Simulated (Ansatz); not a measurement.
I need a charge-density difference against the sublattices of LuAg2, space group I4/mmm. Use Ansatz 0.2.0, Python API. Level of theory (first run): LDA, PAW, cutoff 460 eV, 11×11×11 k-points, Fermi-Dirac smearing of 0.02 eV.

```cif
data_structure
_symmetry_space_group_name_H-M 'P 1'
_symmetry_Int_Tables_number 1
_cell_length_a 5.2072
_cell_length_b 5.2072
_cell_length_c 5.2072
_cell_angle_alpha 139.110
_cell_angle_beta 139.110
_cell_angle_gamma 59.208
_cell_volume 59.92
loop_
_atom_site_label
_atom_site_type_symbol
_atom_site_fract_x
_atom_site_fract_y
_atom_site_fract_z
_atom_site_occupancy
Lu1 Lu 0.00000 0.00000 0.00000 1
Ag1 Ag 0.66839 0.66839 0.00000 1
Ag2 Ag 0.33161 0.33161 0.00000 1
```

The script, `drho_luag2.py`:
```python
"""Density difference of LuAg2 against its sublattices."""

import ansatz as az
import numpy as np

vectors0 = np.array([
    [-1.818934, 1.818934, 4.527467],
    [1.818934, -1.818934, 4.527467],
    [1.818934, 1.818934, -4.527467],
])
sites = [
    ("Lu", (0.0, 0.0, 0.0)),
    ("Ag", (0.66839, 0.66839, 0.0)),
    ("Ag", (0.33161, 0.33161, 0.0)),
]


def make_crystal(cell):
    crystal = az.Crystal(lattice=az.Lattice.of(cell))
    for symbol, position in sites:
        crystal = crystal.atom(symbol, position)
    return crystal

# one cutoff and one grid for all runs, so that the fields can be subtracted
def solve(crystal):
    return (
        crystal.calculation()
        .functional(az.Functional.LDA)
        .occupations("Fermi-Dirac", width=0.02)
        .scf(tolerance=1e-07, extra_bands=4)
        .basis(460, grid_basis="typed")
        .kpoints(11, 11, 11)
        .density()
        .run(threads=1)
    )


whole = solve(make_crystal(vectors0))
difference = whole.density().channels[0].density_e_per_ang3.copy()
binding = whole.report["free_energy_ev"]
for element in ["Lu", "Ag"]:
    part = az.Crystal(lattice=az.Lattice.of(vectors0))
    for symbol, position in sites:
        if symbol == element:
            part = part.atom(symbol, position)
    alone = solve(part)
    difference -= alone.density().channels[0].density_e_per_ang3
    binding -= alone.report["free_energy_ev"]
    print(f"{element} sublattice: {alone.report['n_electrons']:g} electrons, {alone.report['n_iterations']} iterations")

voxel = abs(np.linalg.det(vectors0)) / difference.size
print(f"energy of the crystal less its unpolarised sublattices: {binding / len(sites):.4f} eV/atom")
print(f"net charge of the difference {difference.sum() * voxel:.5f} e, charge rearranged {0.5 * np.abs(difference).sum() * voxel:.3f} e")
print(f"extremes {difference.min():.4f} and {difference.max():.4f} e/A^3")
for (symbol, position) in sites:
    index = tuple(int(round(p * n)) % n for p, n in zip(position, difference.shape))
    print(f"  change of the pseudo-density at the grid point nearest {symbol}: {difference[index]:+.4f} e/A^3")
profile = difference.mean(axis=(0, 1))
print("planar mean along the third vector:", np.round(profile[:: max(len(profile) // 12, 1)], 4))
```

```console
$ python drho_luag2.py
Lu sublattice: 25 electrons, 8 iterations
Ag sublattice: 38 electrons, 6 iterations
energy of the crystal less its unpolarised sublattices: -1.7592 eV/atom
net charge of the difference 0.00000 e, charge rearranged 0.574 e
extremes -0.1141 and 0.0513 e/A^3
  change of the pseudo-density at the grid point nearest Lu: -0.1126 e/A^3
  change of the pseudo-density at the grid point nearest Ag: -0.0334 e/A^3
  change of the pseudo-density at the grid point nearest Ag: -0.0334 e/A^3
planar mean along the third vector: [-0.0018 -0.002  -0.0027 -0.0019  0.0007  0.0027  0.0035  0.0036  0.0031
  0.0015 -0.0012 -0.0027 -0.0023 -0.0018]
```

Reading the output:
- The settings weren't tested for convergence.
- Grid values close to the nuclei reflect the PAW or pseudopotential construction, not the all-electron fields.
- The structure comes from a database of computed cells and needn't be a stable or known phase.
- Charge moved counts every rearrangement, bonding and polarisation too, and is no transfer between atoms; the bare sublattices are artificial references. Values near the nuclei depend on the potentials.
- Wall time of the script: 35 s on 1 thread of Arm Neoverse V1, on a shared host, peak memory 0.56 GiB.
